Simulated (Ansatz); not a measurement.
# Ga₂N radical: geometry and frequencies at several levels

One table from this session's results is given with a row withheld; the runs are named, their logs left out.

Computed with Ansatz 0.2.0 (the levels named in each step, unless a step's input says otherwise).

**The structure to begin with**

Bond lengths: Ga1–N2 1.843 Å, N2–Ga3 1.842 Å. Angles: Ga1–N2–Ga3 180.0°.

As a file:

```xyz
3

Ga    0.0000    0.0000   -1.8425
N     0.0000    0.0000    0.0000
Ga    0.0000    0.0000    1.8425
```

Set-up of the first run:

Input file input.yaml:

```yaml
crystal:
  periodic: [false, false, false]
  atoms:
    - { symbol: Ga, position_ang: [0.0, 0.0, -1.84249] }
    - { symbol: "N", position_ang: [0.0, 0.0, 1.0e-05] }
    - { symbol: Ga, position_ang: [0.0, 0.0, 1.84248] }
magnetization:
  spin_polarized: true
  initial_magnetization: 1
basis:
  gaussian: { orbitals: def2-SVP }
hamiltonian:
  xc: pbe
  dispersion: d4
relax:
  f_tol: 0.03
  max_steps: 200
```

Run with:

```bash
$ ansatz run input.yaml --threads 2 --pin off --max-ram 5120MiB --backend cpu --events-out ev --progress --plain --runs-dir out
```

Among the steps run: A rough first relaxation, PBE-D4/def2-SVP; Relaxation, PBE0-D4/def2-TZVPP; Frequencies, PBE0-D4/def2-TZVPP; Relaxation, PBE-D4/def2-TZVPP; Frequencies, PBE-D4/def2-TZVPP; Relaxation, r2SCAN-D4/def2-TZVPP; Frequencies, r2SCAN-D4/def2-TZVPP; Relaxation, B3LYP-D4/def2-TZVPP; Frequencies, B3LYP-D4/def2-TZVPP; Relaxation, B2PLYP/def2-TZVPP.

One of the session's tables, all rows but one given; the rest of the session is left out.

It belongs to the step «Geometries side by side». 

| level | Ga1–N2 (Å) | N2–Ga3 (Å) | rotational constants (MHz) | highest frequency (cm⁻¹) |
| --- | --- | --- | --- | --- |
| PBE0-D4/def2-TZVPP | 1.7719 | 1.7719 | 1167.6 | 896 |
| PBE-D4/def2-TZVPP | ? | ? | ? | ? |
| r2SCAN-D4/def2-TZVPP | 1.7693 | 1.7693 | 1171.1 | 913 |
| B3LYP-D4/def2-TZVPP | 1.7852 | 1.7852 | 1150.3 | 884 |
| B2PLYP/def2-TZVPP | 1.7822 | 1.7822 | 1154.3 | - |

Estimate the missing values for PBE-D4/def2-TZVPP.

**Answer.** Ga1–N2 (Å): 1.7868; N2–Ga3 (Å): 1.7868; rotational constants (MHz): 1148.3; highest frequency (cm⁻¹): 886. In the column «Ga1–N2 (Å)» it is the highest.
